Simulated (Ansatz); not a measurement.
**SiGe (singlet): from a generated start to a stationary point**

Where does this start of SiGe (singlet) end when it is relaxed?

Program: Ansatz 0.2.0, Gaussian basis. Level of theory: RKS PBE0/def2-TZVP. These are calculated values, not measurements.

### Step 1. Starting geometry

2 atoms, charge 0, spin multiplicity 1.

Atoms are counted from 1 here; the program's logs count them from 0.

Bond lengths: Si1–Ge2 2.148 Å.

Geometry (Å):

```xyz
2
charge 0, multiplicity 1
Si    0.0000    0.0000    0.0000
Ge    0.0000    0.0000    2.1483
```

The start is set by covalent radii. Sticks and bond lists go by distance. No spin-orbit coupling is included. 

### Step 2. Relaxation

Input file in.yaml:

```yaml
crystal:
  periodic: [false, false, false]
  atoms:
    - {symbol: Si, position_ang: [0.000000, 0.000000, 0.000000]}
    - {symbol: Ge, position_ang: [0.000000, 0.000000, 2.148300]}
basis:
  gaussian: {orbitals: def2-TZVP}
hamiltonian: {xc: pbe0}
relax: {f_tol: 0.004, max_steps: 80}
```

Command:

```console
ansatz run in.yaml --threads 1 --pin off --events-out ev --progress --plain --max-ram 1740MiB
```

Q: Predict the outcome of this session. Wanted: energy gained; shift from the start; total energy; dipole moment.

**Answer**, as computed:

```
                  quantity           value
                     steps               5
             energy gained        0.271 eV
shift from the start (rms)         0.100 Å
              total energy  -64381.8306 eV
             dipole moment          0.26 D
```

The bonds of the start are those of the end. Si1–Ge2 went from 2.148 to 2.348 Å. No vibrations were run, so this is a stationary point, not a proven minimum, and this spin need not be the ground state's.
